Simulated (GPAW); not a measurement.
Here is a GPAW 26.7.0 calculation.

File run.py:

```python
from ase import Atoms
from ase.dft.bandgap import bandgap
from ase.io import write
from ase.units import GPa
from ase.parallel import parprint
from gpaw import GPAW, PW

atoms = Atoms(['Cs', 'Li', 'Cr', 'Cr', 'Te', 'Te', 'S', 'S', 'S'],
              cell=[[3.3192902327, 1.9163931094, 6.87982],
                    [-3.3192902327, 1.9163931094, 6.87982],
                    [0.0, -3.8327862188, 6.87982]],
              scaled_positions=[[0.0, 0.0, 0.0],
                                [0.5, 0.5, 0.5],
                                [0.79848, 0.79848, 0.79848],
                                [0.20152, 0.20152, 0.20152],
                                [0.6799, 0.6799, 0.6799],
                                [0.3201, 0.3201, 0.3201],
                                [0.13626, 0.86374, 0.5],
                                [0.5, 0.13626, 0.86374],
                                [0.86374, 0.5, 0.13626]],
              pbc=True)
atoms.set_initial_magnetic_moments([0.0, 0.0, 3.0, 3.0, 0.0, 0.0, 0.0, 0.0, 0.0])

calc = GPAW(mode=PW(800),
            xc='LDA',
            kpts={'size': (4, 4, 4), 'gamma': True},
            occupations={'name': 'fermi-dirac', 'width': 0.05},
            nbands=49,
            convergence={'density': 1e-05, 'energy': 1e-05},
            maxiter=150,
            txt='gpaw.txt')
atoms.calc = calc
energy = atoms.get_potential_energy()
forces = atoms.get_forces()
stress = atoms.get_stress()
calc.write('gs.gpw')
write('result.traj', atoms)
parprint(f'Energy: {energy:.6f} eV')
parprint('Forces (eV/A):')
parprint(forces.round(4))
parprint('Stress (GPa):', (stress / GPa).round(3))
parprint('Moments:', calc.get_magnetic_moments().round(3))
parprint('Fermi level:', round(calc.get_fermi_level(), 4), 'eV')
parprint(f'Gap: {bandgap(calc)[0]:.4f} eV, direct: {bandgap(calc, direct=True)[0]:.4f} eV')

path = atoms.cell.bandpath('GLB1,BZGX,QFP1Z,LP', npoints=80, eps=1e-4)
bs_calc = calc.fixed_density(kpts=path, symmetry='off', nbands=88,
                             convergence={'bands': 'CBM+6.0', 'eigenstates': 1e-6}, txt='bands.txt')
bs = bs_calc.band_structure()
bs.write('bs.json')
parprint(f'Gap on the path: {bandgap(bs_calc)[0]:.4f} eV')
```

Potentials or basis: the program's PAW data sets (release 1.2.1) made for this functional, pw.

Launch:

```sh
$ OMP_NUM_THREADS=1 mpirun -n 8 gpaw python run.py
```

(1) Estimate the largest force.

(2) Estimate the net moment.

(3) Predict the pressure.

(4) Estimate the band gap along the path.

## Answers

(1) 0.578 eV/Å.

(2) 4.00 μB per cell.

(3) -3.9 GPa.

(4) none (metal or under the smearing width).

Caveat: spin-orbit coupling is left out, which moves the levels of the heavy elements; only a ferromagnetic start was run, and an antiferromagnetic order may lie lower in energy.
